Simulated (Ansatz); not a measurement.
# CSO: the cost of one run

Method: DFT PBE+D3(BJ), plane waves, PAW, scalar-relativistic, no spin polarisation, in Ansatz 0.2.0.

### Step 1. Starting point

The cell holds 18 atoms (C6O6S6): a = 7.358 Å, b = 7.358 Å, c = 7.358 Å, α = 90.00°, β = 90.00°, γ = 90.00°.

Coordinates:

```xyz
18
Lattice="7.3582 0.0000 0.0000 0.0000 7.3582 0.0000 0.0000 0.0000 7.3582" Properties=species:S:1:pos:R:3 pbc="T T T"
O     2.8273    1.2002    0.3809
C     2.9128    0.1435    0.8961
S     3.0263   -1.2598    1.5802
O     6.9321    2.8512    5.8503
C     7.1568    1.8074    6.3497
S     7.4552    0.4213    7.0128
O     3.8442    4.5510    4.1045
C     4.0925    3.4798    4.5292
S     4.4221    2.0573    5.0930
O     7.7995    4.6758    0.4844
C     6.8923    4.3325    1.1542
S     5.6877    3.8766    2.0436
O     5.8583    1.1011    2.1349
C     6.4910    0.4401    2.8781
S     7.3311   -0.4376    3.8651
O     2.8688   -0.7666    4.2284
C     2.4647    0.3059    3.9530
S     1.9281    1.7301    3.5872
```

### Step 2. Relaxing the start

File input.yaml:

```yaml
accuracy: low
crystal:
  lattice:
    - [7.358226, 0.0, 0.0]
    - [0.0, 7.358226, 0.0]
    - [0.0, 0.0, 7.358226]
  atoms:
    - { symbol: O, position: [0.3842389, 0.1631132, 0.0517657] }
    - { symbol: C, position: [0.3958574, 0.0194964, 0.1217776] }
    - { symbol: S, position: [0.4112859, -0.1712165, 0.2147484] }
    - { symbol: O, position: [0.942086, 0.3874895, 0.7950646] }
    - { symbol: C, position: [0.9726238, 0.2456316, 0.8629336] }
    - { symbol: S, position: [1.0131759, 0.0572542, 0.9530587] }
    - { symbol: O, position: [0.5224352, 0.6184967, 0.5578163] }
    - { symbol: C, position: [0.5561751, 0.4729149, 0.6155224] }
    - { symbol: S, position: [0.6009792, 0.2795924, 0.6921519] }
    - { symbol: O, position: [1.0599689, 0.635451, 0.0658278] }
    - { symbol: C, position: [0.9366823, 0.5887925, 0.1568543] }
    - { symbol: S, position: [0.7729663, 0.5268333, 0.2777311] }
    - { symbol: O, position: [0.7961573, 0.1496407, 0.2901426] }
    - { symbol: C, position: [0.8821356, 0.0598154, 0.3911455] }
    - { symbol: S, position: [0.9963088, -0.0594663, 0.5252702] }
    - { symbol: O, position: [0.3898792, -0.1041809, 0.5746529] }
    - { symbol: C, position: [0.334961, 0.041576, 0.5372185] }
    - { symbol: S, position: [0.2620335, 0.2351309, 0.4875081] }
basis:
  ecutwfc: 420.0
kpoints:
  mp_grid: { grid: [1, 1, 1] }
hamiltonian:
  xc: pbe
  dispersion: d3bj
scf:
  occupations: { method: fermi_dirac, width: 0.02 }
  lower_state_search: "off"
relax:
  f_tol: 0.3
  max_steps: 15
  adjacent_minimum: "off"
output:
  write_density: true
  write_potential: true
  elf: true
  volumetric_format: npy
```

Run with:

```bash
$ ansatz run input.yaml --threads 1 --pin off --max-ram 3072MiB --backend cpu --events-out ev --progress --plain --runs-dir out
```

**Question.** How long does this run take on 1 thread of Arm Neoverse V1, shared host, and how much memory does it need?

About 46 s, with a peak of 0.41 GiB.
